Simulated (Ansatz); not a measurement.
# Cl3Sn: the cost of one run

Method: the levels named in each step, in Ansatz 0.2.0.

### 1 The system as given

Bond lengths: Cl1–Sn2 2.492 Å, Sn2–Cl3 2.491 Å, Sn2–Cl4 2.495 Å. Angles: Cl1–Sn2–Cl3 100.7°, Cl1–Sn2–Cl4 100.6°, Cl3–Sn2–Cl4 100.6°.

Coordinates:

```xyz
4

Cl   -1.1733   -1.8764   -0.6097
Sn   -0.0032   -0.0006    0.5405
Cl   -1.0378    1.9573   -0.6008
Cl    2.2145   -0.0769   -0.5994
```

### 2 A rough first relaxation, PBE-D4/def2-SVPD

This run stands in another session on the same molecule. It ended at:

```xyz
4

Cl   -1.1794   -1.8852   -0.6311
Sn   -0.0019   -0.0011    0.6039
Cl   -1.0433    1.9670   -0.6224
Cl    2.2248   -0.0771   -0.6199
```

### 3 Relaxation, r2SCAN-D4/def2-TZVPPD

input.yaml

```yaml
crystal:
  periodic: [false, false, false]
  atoms:
    - { symbol: Cl, position_ang: [-1.1794474, -1.88522999, -0.63105079] }
    - { symbol: Sn, position_ang: [-0.00192217, -0.00111126, 0.60387748] }
    - { symbol: Cl, position_ang: [-1.04329137, 1.96698883, -0.62236096] }
    - { symbol: Cl, position_ang: [2.22478093, -0.07713759, -0.61988573] }
total_charge: -1
basis:
  gaussian: { orbitals: def2-TZVPPD.json }
hamiltonian:
  xc: r2scan
  dispersion: d4
relax:
  f_tol: 0.002
  max_steps: 150
```

Launch:

```
$ ansatz run input.yaml --threads 4 --pin off --max-ram 10240MiB --backend cpu --events-out ev --progress --plain --runs-dir out
```

What time and memory should one allow on 4 threads of Arm Neoverse V1, shared host?

About 25 s, with a peak of 0.35 GiB.
